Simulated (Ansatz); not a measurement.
# AlClHI (SMILES [Cl][AlH][I]): a rigid scan of the bond length Al2–I3

The task here is to estimate one member of a computed series from the others.

Program: Ansatz 0.2.0, Gaussian basis. Level of theory: single points in def2-TZVPP. These are calculated values, not measurements.

Levels: PBE-D4, r2SCAN-D4, PBE0-D4, B3LYP-D4, wB97M-V, Hartree-Fock, MP2, CCSD, CCSD(T). The scan takes 2.160, 2.246, 2.371, 2.517, 2.679, 2.853, 3.039, 3.234, 3.437 Å.

Correlated methods freeze the cores. Filled d shells of the heavier atoms are correlated. Core potentials replace the inner electrons past krypton, and spin-orbit coupling is left out. B3LYP uses VWN-RPA correlation.

28 further runs of the same task are left out: 28 set aside as unsound or not needed.

### Starting geometry

The minimum, relaxed at PBE0-D4: SMILES `[Cl][AlH][I]`, 4 atoms, charge 0, spin multiplicity 1.

Atoms are counted from 1 here; the program's logs count them from 0.

Bond lengths: Cl1–Al2 2.086 Å, Al2–I3 2.455 Å, Al2–H4 1.567 Å. Angles: Cl1–Al2–I3 118.4°, Cl1–Al2–H4 120.1°, I3–Al2–H4 121.5°.

Geometry (Å):

```
Cl   -1.9764    0.0347   -0.5444
Al    0.0417    0.1837   -0.0386
I     1.2166   -1.8445    0.6914
H     0.7737    1.5658   -0.1287
```

Energies of the minimum (eV), from earlier single points: PBE-D4 -27231.72052, r2SCAN-D4 -27242.57413, PBE0-D4 -27234.12637, B3LYP-D4 -27244.70587, wB97M-V -27239.38871, CCSD(T) -27200.25191.

At the minimum the bond length Al2–I3 is 2.455 Å.

The first run:

ccsdt-tzvpp/in.yaml reads:

```yaml
crystal:
  periodic: [false, false, false]
  atoms:
    - {symbol: Cl, position_ang: [-1.976350, 0.034717, -0.544448]}
    - {symbol: Al, position_ang: [0.041719, 0.183670, -0.038608]}
    - {symbol: I, position_ang: [1.075413, -1.600849, 0.603707]}
    - {symbol: H, position_ang: [0.773663, 1.565844, -0.128661]}
basis:
  gaussian: {orbitals: def2-TZVPP}
correlation: {method: ccsd_t}
```

The command line of these runs was not kept.

Among the steps run: Al2–I3 = 2.160 Å; Al2–I3 = 2.246 Å; Al2–I3 = 2.371 Å; Al2–I3 = 2.517 Å; Al2–I3 = 2.679 Å; Al2–I3 = 2.853 Å; Al2–I3 = 3.039 Å; Al2–I3 = 3.234 Å; Al2–I3 = 3.437 Å.

One table of the session follows, with a row left open; its other results are not shown here.

It belongs to the step «The curves». Energies less that of the minimum at the same level (meV):

| bond length (Å) | PBE-D4 | PBE0-D4 | B3LYP-D4 | wB97M-V | Hartree-Fock |
| --- | --- | --- | --- | --- | --- |
| 2.160 | 778 | 728 | 770 | 710 | 834 |
| 2.246 | 362 | 325 | 355 | 311 | 388 |
| 2.371 | 60 | 44 | 57 | 39 | 64 |
| 2.455 (minimum) | 0 | 0 | 0 | 0 | 0 |
| 2.517 | 8 | 20 | 11 | 25 | 10 |
| 2.679 | 174 | 219 | 186 | 236 | 196 |
| 2.853 | 489 | 570 | 511 | 602 | 552 |
| 3.039 | ? | ? | ? | ? | ? |
| 3.234 | 1319 | 1483 | 1358 | 1558 | 1521 |
| 3.437 | 1747 | 1955 | 1797 | 2055 | 2037 |

Estimate the missing values for bond length (Å) = 3.039.

Worked estimate for «PBE-D4». A straight line through the neighbours (2.853, 489) and (3.234, 1319) gives 489 + (1319 − 489) × (3.039 − 2.853) / (3.234 − 2.853) = 894; a parabola fitted to 4 rows on both sides gives 887.

As computed: PBE-D4: 890; PBE0-D4: 1011; B3LYP-D4: 921; wB97M-V: 1061; Hartree-Fock: 1013. In «PBE-D4» the line misses by +4 and the parabola by -3.
